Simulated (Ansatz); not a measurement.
# UCAM-B3LYP/def2-SVPD run of GaH2O2 (SMILES [OH][Ga][OH])

What is the electronic atomisation energy of GaH2O2 at UCAM-B3LYP/def2-SVPD? 

Program for the calculation: Ansatz 0.2.0.

48 further runs of the same task are left out: 48 set aside as unsound or not needed.

## Step 1: Starting point

The species is GaH2O2 (5 atoms), meant as a doublet with charge 0. SMILES: `[OH][Ga][OH]`. The shape is that of a PBE0-D4/def2-TZVP optimisation. This is one conformer, not always the lowest.

Bond lengths: O1–Ga2 1.804 Å, Ga2–O3 1.795 Å, O1–H4 0.960 Å, O3–H5 0.963 Å. Angles: O1–Ga2–O3 114.9°, Ga2–O1–H4 114.9°, Ga2–O3–H5 111.1°.

## Step 2: The energy at UCAM-B3LYP/def2-SVPD

The input, job.yaml:

```yaml
crystal:
  periodic: [false, false, false]
  atoms:
    - {symbol: O, position_ang: [-0.370600, 0.021600, -1.274400]}
    - {symbol: Ga, position_ang: [-0.311700, -0.753800, 0.353600]}
    - {symbol: O, position_ang: [0.618200, 0.154900, 1.591100]}
    - {symbol: H, position_ang: [-0.867400, -0.464600, -1.936500]}
    - {symbol: H, position_ang: [0.981500, 0.968200, 1.224700]}
basis:
  gaussian: {orbitals: def2-SVPD}
magnetization: {spin_polarized: true, initial_magnetization: 1}
hamiltonian: {xc: {name: CAM-B3LYP}}
accuracy: high
output: {orbitals: {seedname: orbitals}}
```

Command:

```console
$ ansatz run job.yaml --threads 1 --pin off --max-ram 3480MiB --events-out events.jsonl --progress --plain --runs-dir runs
```

Log:

```text
Warning: RAYON_NUM_THREADS=1 ignored (pool sized by the plan → 1); use --threads N
Functional definition: CAM-B3LYP
  name "CAM-B3LYP"
  parameter alpha = 0.19
  parameter beta = 0.46
  parameter omega = 0.33/bohr
  parameter ac = 0.81
  exchange = (1 - alpha - beta)*b88_x + beta*b88_x_sr(omega) + alpha*exact_x + beta*exact_x_lr(omega)
  correlation = (1 - ac)*vwn5_c + ac*lyp_c
1902 factors; integrals over basis functions are off by at most 4.3e-9 eV
488 factors; integrals over basis functions are off by at most 1.7e-9 eV
mean field evaluation 1: about -56487.1783 eV, gradient 5.4e1 eV
mean field evaluation 2: about -56465.6659 eV, gradient 9.2e1 eV
mean field evaluation 4: about -56497.5958 eV, gradient 3.9e0 eV
mean field evaluation 8: about -56497.7040 eV, gradient 1.7e-1 eV
mean field evaluation 16: about -56497.7047 eV, gradient 2.9e-4 eV
mean field -56497.70465667 eV, -2076.2523506130 hartree, gradient 1.9e-8 eV, S^2 0.753014; 0 other end points of the search recorded, 0 dependent functions left out
reference -56497.70467333 eV, -2076.2523512251 hartree; 25, 24 occupied and 75, 76 virtual orbitals, 1902 factors
Total energy: -56497.70467333 eV, -2076.2523512251 hartree
```

It took 8.7 s on 1 thread of Intel Xeon 6975P-C (Granite Rapids), shared host; peak memory 0.55 GiB.

## Step 3: The Ga atom, same level

The input, in.yaml:

```yaml
crystal:
  periodic: [false, false, false]
  atoms:
    - {symbol: Ga, position_ang: [0.000000, 0.000000, 0.000000]}
basis:
  gaussian: {orbitals: def2-SVPD}
magnetization: {spin_polarized: true, initial_magnetization: 1}
hamiltonian: {xc: {name: CAM-B3LYP}}
total_charge: 0
accuracy: high
```

Command:

```console
$ ansatz run in.yaml --threads 1 --pin off --max-ram 3480MiB --events-out events.jsonl --progress --plain --runs-dir runs
```

Log (excerpt; [...] marks lines left out):

```text
Warning: RAYON_NUM_THREADS=1 ignored (pool sized by the plan → 1); use --threads N
[... 8 set-up lines as earlier in the session ...]
371 factors; integrals over basis functions are off by at most 3.9e-9 eV
128 factors; integrals over basis functions are off by at most 1.3e-9 eV
mean field evaluation 1: about -52373.0152 eV, gradient 7.9e0 eV
mean field evaluation 2: about -52373.0341 eV, gradient 8.1e0 eV
mean field evaluation 4: about -52373.1534 eV, gradient 3.8e-1 eV
mean field evaluation 8: about -52373.1563 eV, gradient 2.2e-3 eV
mean field evaluation 16: about -52373.1563 eV, gradient 2.4e-8 eV
mean field -52373.15629179 eV, -1924.6779939228 hartree, gradient 2.3e-8 eV, S^2 0.753369; 0 other end points of the search recorded, 0 dependent functions left out
reference -52373.15630273 eV, -1924.6779943251 hartree; 16, 15 occupied and 22, 23 virtual orbitals, 371 factors
Total energy: -52373.15630273 eV, -1924.6779943251 hartree
```

It took 1.1 s on 1 thread of Intel Xeon 6975P-C (Granite Rapids), shared host; peak memory 0.13 GiB.

## Step 4: The H atom, same level

The input, job.yaml:

```yaml
basis:
  gaussian: {orbitals: def2-SVPD}
crystal:
  periodic: [false, false, false]
  atoms:
    - {symbol: H, position_ang: [0.000000, 0.000000, 0.000000]}
magnetization: {spin_polarized: true, initial_magnetization: 1}
hamiltonian: {xc: {name: CAM-B3LYP}}
accuracy: high
```

Run the same way, it converges to -0.49790 Eh (log not shown).

## Step 5: The O atom, same level

The input, job.yaml:

```yaml
crystal:
  periodic: [false, false, false]
  atoms:
    - {symbol: O, position_ang: [0.000000, 0.000000, 0.000000]}
basis:
  gaussian:
    orbitals: def2-SVPD
magnetization:
  spin_polarized: true
  initial_magnetization: 2
hamiltonian:
  xc: {name: CAM-B3LYP}
accuracy: high
```

Run the same way, it converges to -74.98620 Eh (log not shown).

## Step 6: What came out

Level: UCAM-B3LYP/def2-SVPD.

| quantity | value |
| --- | --- |
| molecule: total energy | -2076.25235 Eh |
| molecule: HOMO energy (highest over α and β) | -8.03 eV |
| molecule: LUMO energy (lowest over α and β) | -2.64 eV |
| molecule: ⟨S²⟩ | 0.753 |
| Ga atom: total energy | -1924.67799 Eh |
| Ga atom: ⟨S²⟩ | 0.753 |
| H atom: total energy | -0.49790 Eh |
| H atom: ⟨S²⟩ | 0.750 |
| O atom: total energy | -74.98620 Eh |
| O atom: ⟨S²⟩ | 2.004 |
| electronic atomisation energy | 16.494 eV |

**Reading.** Taking the molecule apart into free atoms costs 16.49 eV (380 kcal/mol), before zero-point energy and without spin-orbit coupling.
